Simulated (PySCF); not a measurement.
# C4H5Br: a look at the electrons

Aim: take C4H5Br and compute its lowest excited states, measure its response to a uniform field and analyse its density (charges, bond critical points, surface potential).

Program: PySCF 2.14.0. Level of theory: levels as typed in each script, gas phase, geometry from GFN2-xTB. These are calculated values, not measurements.

**1. The system as given**

SMILES `Br[C@@H]1[C@H]2C[C@@H]12`, 10 atoms, charge 0, spin multiplicity 1.

Bond lengths: Br1–C2 1.933 Å, C2–C3 1.489 Å, C2–C5 1.489 Å, C2–H6 1.084 Å, C3–C4 1.496 Å, C3–C5 1.488 Å, C3–H7 1.068 Å, C4–C5 1.495 Å, C4–H8 1.085 Å, C4–H9 1.082 Å, C5–H10 1.068 Å. Angles: Br1–C2–C3 117.7°, Br1–C2–C5 117.7°, Br1–C2–H6 110.2°, C3–C2–C5 59.9°, C3–C2–H6 121.7°, C5–C2–H6 121.7°, C2–C3–C4 95.5°, C2–C3–C5 60.0°, C2–C3–H7 131.4°, C4–C3–C5 60.2°, C4–C3–H7 133.0°, C5–C3–H7 135.2°, C3–C4–C5 59.6°, C3–C4–H8 119.2°, C3–C4–H9 117.4°, C5–C4–H8 119.2°, C5–C4–H9 117.4°, H8–C4–H9 113.8° and more.

Geometry (Å):

```
Br   -1.3387    0.0000   -0.0227
C     0.5124   -0.0008    0.5334
C     1.4884    0.7442   -0.3095
C     2.6924   -0.0002    0.1730
C     1.4884   -0.7433   -0.3114
H     0.5778   -0.0025    1.6157
H     1.3483    1.5026   -1.0485
H     2.9240   -0.0021    1.2325
H     3.5661    0.0010   -0.4649
H     1.3485   -1.4997   -1.0524
```

**2. Excited states (CAM-B3LYP/def2-svpd)**

input.py

```python
import numpy as np
from pyscf import gto, scf, dft, tdscf
from pyscf.scf import atom_ks, atom_hf
from scipy.linalg import block_diag

def solve(mol, dm0=None, hcore=None):
    mf = (dft.UKS if mol.spin else dft.RKS)(mol, xc='camb3lyp')
    mf.grids.level = 3
    mf = mf.density_fit(auxbasis='def2-universal-jkfit')
    mf.conv_tol, mf.max_cycle = 1e-8, 80
    if hcore is not None:
        mf.get_hcore = lambda *args: hcore
    mf.kernel(dm0)
    if not mf.converged:
        mf = mf.newton().run(mf.mo_coeff, mf.mo_occ, max_cycle=30)
    assert mf.converged, 'SCF not converged'
    return mf

mol = gto.M(atom='''
Br    -1.33870     0.00003    -0.02271
C      0.51237    -0.00076     0.53338
C      1.48837     0.74424    -0.30949
C      2.69243    -0.00024     0.17298
C      1.48844    -0.74331    -0.31144
H      0.57781    -0.00253     1.61567
H      1.34834     1.50258    -1.04845
H      2.92400    -0.00212     1.23252
H      3.56611     0.00102    -0.46487
H      1.34849    -1.49972    -1.05239
''', basis='def2-svpd', charge=0, spin=0, verbose=4)
mf = solve(mol)
td = mf.TDA()
td.nstates, td.singlet, td.conv_tol = 5, True, 1e-5
td.kernel()
td.analyze()
x, y = np.array([p[0] for p in td.xy]), np.array([p[1] + 0 * p[0] for p in td.xy])
f, mu = td.oscillator_strength(), td.transition_dipole()
nto = [td.get_nto(state=i + 1, verbose=4) for i in range(len(td.e))]
# spherically averaged free atoms, for the promolecule
atm = atom_ks.get_atm_nrks(mol, xc='camb3lyp')
pro = block_diag(*[(atm[a[0]][2] * atm[a[0]][3]) @ atm[a[0]][2].T for a in mol._atom])
np.savez('result.npz', e=td.e, f=f, ok=td.converged, w=[n[0] for n in nto], nto=[n[1] for n in nto], x=x, y=y, c=mf.mo_coeff, occ=mf.mo_occ, eps=mf.mo_energy, pro=pro, mu=mu)
```

Launch:

```bash
$ OMP_NUM_THREADS=1 python input.py
```

**4. Response to an electric field (PBE0/def2-tzvp)**

input.py

```python
import numpy as np
from pyscf import gto, scf, dft
from pyscf.scf import atom_ks, atom_hf
from scipy.linalg import block_diag

def solve(mol, dm0=None, hcore=None):
    mf = (dft.UKS if mol.spin else dft.RKS)(mol, xc='pbe0')
    mf.grids.level = 3
    mf = mf.density_fit(auxbasis='def2-universal-jkfit')
    mf.conv_tol, mf.max_cycle = 1e-8, 80
    if hcore is not None:
        mf.get_hcore = lambda *args: hcore
    mf.kernel(dm0)
    if not mf.converged:
        mf = mf.newton().run(mf.mo_coeff, mf.mo_occ, max_cycle=30)
    assert mf.converged, 'SCF not converged'
    return mf

mol = gto.M(atom='''
Br    -1.33870     0.00003    -0.02271
C      0.51237    -0.00076     0.53338
C      1.48837     0.74424    -0.30949
C      2.69243    -0.00024     0.17298
C      1.48844    -0.74331    -0.31144
H      0.57781    -0.00253     1.61567
H      1.34834     1.50258    -1.04845
H      2.92400    -0.00212     1.23252
H      3.56611     0.00102    -0.46487
H      1.34849    -1.49972    -1.05239
''', basis='def2-tzvp', charge=0, spin=0, verbose=4)
field = np.array([-0.004, -0.0, -0.0])  # atomic units
mol.set_common_orig(mol.atom_charges() @ mol.atom_coords() / mol.atom_charges().sum())
mf = solve(mol)
out = dict(dm0=mf.make_rdm1(), d0=mf.dip_moment(unit='AU'), e0=mf.e_tot)
for name, sign in (('p', 1), ('m', -1)):
    h = mf.get_hcore() + sign * np.einsum('x,xij->ij', field, mol.intor('int1e_r'))
    mi = solve(mol, mf.make_rdm1(), h)
    out.update({'dm' + name: mi.make_rdm1(), 'd' + name: mi.dip_moment(unit='AU'), 'e' + name: mi.e_tot})
# spherically averaged free atoms, for the promolecule
atm = atom_ks.get_atm_nrks(mol, xc='pbe0')
pro = block_diag(*[(atm[a[0]][2] * atm[a[0]][3]) @ atm[a[0]][2].T for a in mol._atom])
np.savez('result.npz', pro=pro, **out)
```

**6. Density, bond paths and surface potential (B3LYP/def2-svpd)**

input.py

```python
import numpy as np
from pyscf import gto, scf, dft
from pyscf.scf import atom_ks, atom_hf
from scipy.linalg import block_diag

def solve(mol, dm0=None, hcore=None):
    mf = (dft.UKS if mol.spin else dft.RKS)(mol, xc='b3lyp')
    mf.grids.level = 3
    mf = mf.density_fit(auxbasis='def2-universal-jkfit')
    mf.conv_tol, mf.max_cycle = 1e-8, 80
    if hcore is not None:
        mf.get_hcore = lambda *args: hcore
    mf.kernel(dm0)
    if not mf.converged:
        mf = mf.newton().run(mf.mo_coeff, mf.mo_occ, max_cycle=30)
    assert mf.converged, 'SCF not converged'
    return mf

mol = gto.M(atom='''
Br    -1.33870     0.00003    -0.02271
C      0.51237    -0.00076     0.53338
C      1.48837     0.74424    -0.30949
C      2.69243    -0.00024     0.17298
C      1.48844    -0.74331    -0.31144
H      0.57781    -0.00253     1.61567
H      1.34834     1.50258    -1.04845
H      2.92400    -0.00212     1.23252
H      3.56611     0.00102    -0.46487
H      1.34849    -1.49972    -1.05239
''', basis='def2-svpd', charge=0, spin=0, verbose=4)
mf = solve(mol)
mf.analyze()
# spherically averaged free atoms, for the promolecule
atm = atom_ks.get_atm_nrks(mol, xc='b3lyp')
pro = block_diag(*[(atm[a[0]][2] * atm[a[0]][3]) @ atm[a[0]][2].T for a in mol._atom])
np.savez('result.npz', e=mf.e_tot, c=mf.mo_coeff, occ=mf.mo_occ, eps=mf.mo_energy, pro=pro, dip=mf.dip_moment(verbose=0), s2=mf.spin_square()[0])
```

(Steps that only read results are left out.)

Before running it: what results should come out? Wanted: lowest singlet excitation; polarisability along the field; dipole moment; HOMO, LUMO.

**Answer**, as computed:

```
                                       quantity            value
lowest singlet excitation (CAM-B3LYP/def2-svpd)          6.17 eV
polarisability along the field (PBE0/def2-tzvp)       82.3 bohr³
                dipole moment (B3LYP/def2-svpd)           2.02 D
                   HOMO, LUMO (B3LYP/def2-svpd)  -7.49, -0.34 eV
```

What this shows: At B3LYP/def2-svpd: The highest Hirshfeld charge is on H7 and H10 (+0.06 e), the lowest on Br1 (−0.08 e). All values hold at the given geometry, in the gas phase.
